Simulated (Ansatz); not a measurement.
# C₂H₅BOSe: one species, many methods

The task here is to estimate one member of a computed series from the others.

Method: functionals in def2-TZVPP, the program's frozen cores in correlated methods; program: Ansatz 0.2.0, Gaussian basis.

Levels to be run: PBE-D4, r2SCAN-D4, PBE0-D4, B3LYP-D4, ωB97X-V, ωB97M-V, B2PLYP; CCSD(T)/def2-TZVPP; MP2/def2-QZVPP; extrapolation to the limit.

## The relaxed structure

The geometry comes from an earlier relaxation with PBE0-D4 in a triple-zeta def2 set; it is a stationary point, not always the lowest conformer.

SMILES `C[Se]B1CO1`, 10 atoms, charge 0, spin multiplicity 1.

Atoms are counted from 1 here; the program's logs count them from 0.

Bond lengths: C1–Se2 1.956 Å, C1–H6 1.088 Å, C1–H7 1.087 Å, C1–H8 1.087 Å, Se2–B3 1.901 Å, B3–C4 1.511 Å, B3–O5 1.337 Å, C4–O5 1.492 Å, C4–H9 1.086 Å, C4–H10 1.086 Å. Angles: Se2–C1–H6 106.4°, Se2–C1–H7 109.9°, Se2–C1–H8 109.9°, H6–C1–H7 109.9°, H6–C1–H8 109.9°, H7–C1–H8 110.8°, C1–Se2–B3 98.2°, Se2–B3–C4 158.6°, Se2–B3–O5 138.5°, C4–B3–O5 62.8°, B3–C4–O5 52.9°, B3–C4–H9 122.1°, B3–C4–H10 122.1°, O5–C4–H9 112.8°, O5–C4–H10 112.8°, H9–C4–H10 114.8°, B3–O5–C4 64.3°.

Set-up of the first run:

in.yaml reads:

```yaml
crystal:
  periodic: [false, false, false]
  atoms:
    - {symbol: C, position_ang: [-1.507998, -1.220058, -0.191495]}
    - {symbol: Se, position_ang: [0.283256, -1.689957, 0.437005]}
    - {symbol: B, position_ang: [1.076922, 0.032001, 0.304494]}
    - {symbol: C, position_ang: [1.186077, 1.514038, 0.028719]}
    - {symbol: O, position_ang: [2.262276, 0.609375, 0.528893]}
    - {symbol: H, position_ang: [-2.110516, -2.122321, -0.104373]}
    - {symbol: H, position_ang: [-1.464683, -0.903351, -1.230153]}
    - {symbol: H, position_ang: [-1.925046, -0.435690, 0.434283]}
    - {symbol: H, position_ang: [0.891257, 2.261340, 0.759937]}
    - {symbol: H, position_ang: [1.391555, 1.903522, -0.964311]}
basis:
  gaussian: {orbitals: def2-TZVPP}
hamiltonian: {xc: pbe, dispersion: d4}
output: {forces: true, orbitals: {seedname: orbitals}}
```

Command:

```sh
$ ansatz run in.yaml --threads 4 --pin off --events-out ev --progress --plain --max-ram 10444MiB
```

Among the steps run: PBE-D4 (GGA); r2SCAN-D4 (meta-GGA); PBE0-D4 (hybrid); B3LYP-D4 (hybrid); ωB97X-V (range-separated); ωB97M-V (range-separated); B2PLYP (double hybrid); CCSD(T) in def2-TZVPP; MP2 in def2-QZVPP.

One table of the session follows, with a row left open; its other results are not shown here.

```
            method  atomisation energy (kJ/mol)
            PBE-D4                       3995.9
         r2SCAN-D4                       3908.4
           PBE0-D4                            ?
          B3LYP-D4                       3870.9
           ωB97X-V                       3880.2
           ωB97M-V                       3879.8
            B2PLYP                       3836.6
     HF/def2-TZVPP                       2779.8
    MP2/def2-TZVPP                       3864.6
   CCSD/def2-TZVPP                       3699.9
CCSD(T)/def2-TZVPP                       3770.3
           MP2/CBS                       3960.9
       CCSD(T)/CBS                       3866.6
```

**Question.** Estimate the row for PBE0-D4.

**Answer.** atomisation energy (kJ/mol): 3906.4. In the column «atomisation energy (kJ/mol)» it lies between ωB97X-V (3880.2) and r2SCAN-D4 (3908.4).

Limits of these values: Free atoms (2 C, 1 Se, 1 B, 1 O, 5 H) were run apart at each level; the atomisation energy is their sum less the molecule, without zero-point or spin-orbit terms.
